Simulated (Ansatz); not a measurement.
**C3H7FGeO: up Jacob's ladder to CCSD(T)**

An exercise on one series of results from a longer session: the logs are not shown, and one member is left open.

Computed with Ansatz 0.2.0, Gaussian basis. Level: functionals in def2-TZVPP, the program's frozen cores in correlated methods.

Plan: PBE-D4, r2SCAN-D4, PBE0-D4, B3LYP-D4, ωB97X-V, ωB97M-V, B2PLYP; CCSD(T)/def2-TZVPP; MP2/def2-QZVPP; extrapolation to the limit.

## Structure used throughout

The geometry comes from an earlier relaxation with PBE0-D4 in a triple-zeta def2 set; it is a stationary point, not always the lowest conformer.

13 atoms, charge 0, spin multiplicity 1.

Atoms are counted from 1 here; the program's logs count them from 0.

Bond lengths: C1–C2 1.516 Å, C1–H7 1.092 Å, C1–H8 1.093 Å, C1–H9 1.092 Å, C2–C3 1.516 Å, C2–O4 1.425 Å, C2–H10 1.097 Å, C3–H11 1.093 Å, C3–H12 1.092 Å, C3–H13 1.092 Å, O4–Ge5 1.760 Å, Ge5–F6 1.774 Å. Angles: C2–C1–H7 110.4°, C2–C1–H8 110.2°, C2–C1–H9 110.6°, H7–C1–H8 108.1°, H7–C1–H9 109.0°, H8–C1–H9 108.4°, C1–C2–C3 112.6°, C1–C2–O4 110.9°, C1–C2–H10 108.6°, C3–C2–O4 110.9°, C3–C2–H10 108.6°, O4–C2–H10 104.8°, C2–C3–H11 110.2°, C2–C3–H12 110.4°, C2–C3–H13 110.6°, H11–C3–H12 108.1°, H11–C3–H13 108.4°, H12–C3–H13 109.0° and more.

Set-up of the first run:

Contents of in.yaml:

```yaml
crystal:
  periodic: [false, false, false]
  atoms:
    - {symbol: C, position_ang: [0.940342, -0.201531, -0.992102]}
    - {symbol: C, position_ang: [-0.119332, 0.621036, -0.285780]}
    - {symbol: C, position_ang: [0.071265, 0.650455, 1.217978]}
    - {symbol: O, position_ang: [-1.426953, 0.164944, -0.623418]}
    - {symbol: Ge, position_ang: [-2.302879, -1.343506, -0.390523]}
    - {symbol: F, position_ang: [-1.084059, -2.310945, 0.460675]}
    - {symbol: H, position_ang: [0.757571, -0.215263, -2.068610]}
    - {symbol: H, position_ang: [1.929523, 0.229780, -0.820550]}
    - {symbol: H, position_ang: [0.942174, -1.227898, -0.619490]}
    - {symbol: H, position_ang: [-0.075027, 1.649056, -0.664754]}
    - {symbol: H, position_ang: [1.030043, 1.110923, 1.468272]}
    - {symbol: H, position_ang: [-0.720496, 1.234859, 1.691253]}
    - {symbol: H, position_ang: [0.057807, -0.361933, 1.627030]}
basis:
  gaussian: {orbitals: def2-TZVPP}
hamiltonian: {xc: pbe, dispersion: d4}
output: {forces: true, orbitals: {seedname: orbitals}}
```

Command:

```
$ ansatz run in.yaml --threads 2 --pin off --events-out ev --progress --plain --max-ram 22528MiB --backend cuda --devices 0, --max-vram 18GiB
```

Among the steps run: PBE-D4 (GGA); r2SCAN-D4 (meta-GGA); PBE0-D4 (hybrid); B3LYP-D4 (hybrid); ωB97X-V (range-separated); ωB97M-V (range-separated); B2PLYP (double hybrid); CCSD(T) in def2-TZVPP; MP2 in def2-QZVPP.

One table of the session follows, with a row left open; its other results are not shown here.

It belongs to the step «Atomisation energies». 

| method | atomisation energy (kJ/mol) |
| --- | --- |
| PBE-D4 | 5221.2 |
| r2SCAN-D4 | 5119.1 |
| PBE0-D4 | 5108.1 |
| B3LYP-D4 | 5103.5 |
| ωB97X-V | 5118.2 |
| ωB97M-V | 5114.0 |
| B2PLYP | 5055.9 |
| HF/def2-TZVPP | 3707.2 |
| MP2/def2-TZVPP | ? |
| CCSD/def2-TZVPP | 4906.8 |
| CCSD(T)/def2-TZVPP | 4986.9 |
| MP2/CBS | 5208.8 |
| CCSD(T)/CBS | 5114.5 |

Q: Estimate the row for MP2/def2-TZVPP from the others.

The run gave: atomisation energy (kJ/mol): 5081.2. In the column «atomisation energy (kJ/mol)» it lies between B2PLYP (5055.9) and B3LYP-D4 (5103.5).

To keep in mind: Free atoms (3 C, 1 O, 1 Ge, 1 F, 7 H) were run apart at each level; the atomisation energy is their sum less the molecule, without zero-point or spin-orbit terms.
